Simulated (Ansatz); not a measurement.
# HfO₃ (singlet): wave-function methods side by side, def2-SVP

One table from this session's results is given with a row withheld; the runs are named, their logs left out.

Method: def2-SVP, core rule «outside noble gas», up to 7 orbitals frozen; program: Ansatz 0.2.0, Gaussian basis.

The runs, in order: UHF; CCSD(T) on RHF; CCSDT(Q) on RHF; CASSCF and MRCISD+Q, 8 electrons in 8 orbitals; CASSCF and NEVPT2, 8 electrons in 8 orbitals.

### The geometry

The geometry is a PBE0/def2-TZVP stationary point (not a proven minimum). No spin-orbit coupling is included. Elements past krypton take def2 core potentials.

4 atoms, charge 0, spin multiplicity 1.

Atoms are counted from 1 here; the program's logs count them from 0.

Bond lengths: Hf1–O2 1.942 Å, Hf1–O3 1.766 Å, Hf1–O4 1.942 Å, O2–O4 1.487 Å. Angles: O2–Hf1–O3 112.8°, O2–Hf1–O4 45.0°, O3–Hf1–O4 112.8°, Hf1–O2–O4 67.5°, Hf1–O4–O2 67.5°.

Set-up of the first run:

in.yaml reads:

```yaml
crystal:
  periodic: [false, false, false]
  atoms:
    - {symbol: Hf, position_ang: [0.000000, -0.173034, 0.152704]}
    - {symbol: O, position_ang: [0.743739, 0.416873, -1.541555]}
    - {symbol: O, position_ang: [0.000000, 1.096632, 1.379533]}
    - {symbol: O, position_ang: [-0.743738, 0.416874, -1.541556]}
basis:
  gaussian: {orbitals: def2-SVP}
magnetization: {spin_polarized: true, initial_magnetization: 0}
hamiltonian: {xc: hf}
output: {orbitals: {seedname: orbitals}}
```

Launch:

```console
ansatz run in.yaml --threads 1 --pin off --events-out ev --progress --plain --max-ram 4096MiB --backend cpu
```

Among the steps run: UHF; CCSD(T) on RHF; CCSDT(Q) on RHF; CASSCF and MRCISD+Q, 8 electrons in 8 orbitals; CASSCF and NEVPT2, 8 electrons in 8 orbitals.

One of the session's tables, all rows but one given; the rest of the session is left out.

It belongs to the step «Misses and costs». 

```
           method  from RCCSDT(Q) (meV)
              RHF              +19041.8
             RMP2                +342.9
            RCCSD                +920.7
         RCCSD(T)                     ?
           RCCSDT                +106.9
        RCCSDT(Q)                     0
  CASSCF frontier              +14534.8
  NEVPT2 frontier               +1284.4
  MRCISD frontier               +2043.3
MRCISD+Q frontier                +517.1
```

Estimate the missing values for RCCSD(T).

As computed: from RCCSDT(Q) (meV): +116.0. In the column «from RCCSDT(Q) (meV)» it lies between RCCSDT (+106.9) and RMP2 (+342.9).

With the free atoms at the same levels and basis (separate runs), the atomisation energy is 15.519 eV at RCCSDT(Q), 15.440 eV at RCCSD(T), 7.342 eV at RHF.
